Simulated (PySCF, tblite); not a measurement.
**C₇H₇P₃: geometry, infrared bands and NMR shifts**

Wanted: the infrared bands and NMR shifts of C₇H₇P₃ (`C#Cc1pcpc(CC)p1`), by calculation.

The runs use tblite 0.8.0 and PySCF 2.14.0, with density-fitted response routines of our own; the level of theory stands in each step. All values are computed, except where a source is named. Atoms are numbered from 0 throughout.

**1. Starting geometry**

17 atoms, charge 0, multiplicity 1; geometry from: force field or distance geometry start.

Bonds of the start (Å): C0–C1 1.22, C1–C2 1.42, C2–P3 1.75, P3–C4 1.72, C4–P5 1.74, P5–C6 1.71, C6–C7 1.49, C7–C8 1.53, C6–P9 1.75, P9–C2 1.72, C0–H10 1.07, C4–H11 1.08, C7–H12 1.11, C7–H13 1.12, C8–H14 1.09, C8–H15 1.11, C8–H16 1.10.

**2. Geometry optimisation with GFN2-xTB**

Job settings and geometry (Å):

```
{"job": {"kind": "relax", "xc": "GFN2-xTB", "basis": "xTB"}, "charge": 0, "multiplicity": 1}
C      4.178400    -1.896900     0.566200
C      3.264300    -1.116200     0.336000
C      2.200600    -0.215500     0.066000
P      2.416100     1.287400    -0.809200
C      1.137100     2.390500    -1.147800
P     -0.462500     1.959700    -0.602100
C     -0.787200     0.517100     0.256100
C     -2.118200     0.094200     0.764000
C     -2.859200    -0.744900    -0.283000
P      0.582300    -0.526500     0.559700
H      4.961300    -2.595500     0.776300
H      1.299300     3.309400    -1.691300
H     -2.746000     0.923300     1.142300
H     -2.006400    -0.609900     1.629400
H     -3.202600    -1.705000     0.115000
H     -2.112900    -0.878600    -1.089000
H     -3.751500    -0.180300    -0.598400
```

The run is started by

```console
> OMP_NUM_THREADS=1 python probes_run.py task.json out
```

The driver reads the jobs from task.json and runs them one after another.

**Question.** This job is followed by: GFN2-xTB harmonic vibrations, gas phase; GIAO PBE0/pcSseg-1 NMR shielding, non-relativistic, gas phase. What will the session give for the following? strongest single infrared mode (GFN2-xTB); zero-point energy (GFN2-xTB); ¹³C shifts against TMS (PBE0/pcSseg-1); ¹H shifts against TMS (PBE0/pcSseg-1, means over atoms taken as alike); ³¹P shifts against H3PO4 (PBE0/pcSseg-1); surface potential, 1st and 99th percentile.

The runs gave:

| quantity | value |
| --- | --- |
| strongest single infrared mode (GFN2-xTB) | 3036 cm⁻¹, 47 km/mol |
| zero-point energy (GFN2-xTB) | 71.7 kcal/mol |
| ¹³C shifts against TMS (PBE0/pcSseg-1) | 223.6, 190.3, 188.7, 113.4, 92.3, 41.3, 31.6 ppm |
| ¹H shifts against TMS (PBE0/pcSseg-1, means over atoms taken as alike) | 11.05, 4.88, 3.67, 1.41 ppm |
| ³¹P shifts against H3PO4 (PBE0/pcSseg-1) | 291.4, 280.3, 255.9 ppm |
| surface potential, 1st and 99th percentile | -0.67 V and 1.30 V |

What this shows: The optimisation took 96 steps and gained 2.096 eV; among the close pairs (by a distance rule), P5–C6 changed most, from 1.710 to 1.744 Å. No mode is imaginary among the 45: a minimum at this level. The strongest single mode, at 3036 cm⁻¹, moves mainly H14. GFN2-xTB is a fitted tight-binding method: band positions and strengths are rough. Its intensities can rank the bands wrongly. At PBE0/pcSseg-1: The largest span, 913 ppm, is at P3, where the paramagnetic term is -927 ppm. NICS(1)zz of -22 ppm above the planar ring from C2 marks a diatropic (aromatic) ring current. By nearest atom (PBE0/pcSseg-1), the HOMO sits on C0 23 %; P5 18 % and the LUMO on P5 27 %; C2 19 %.
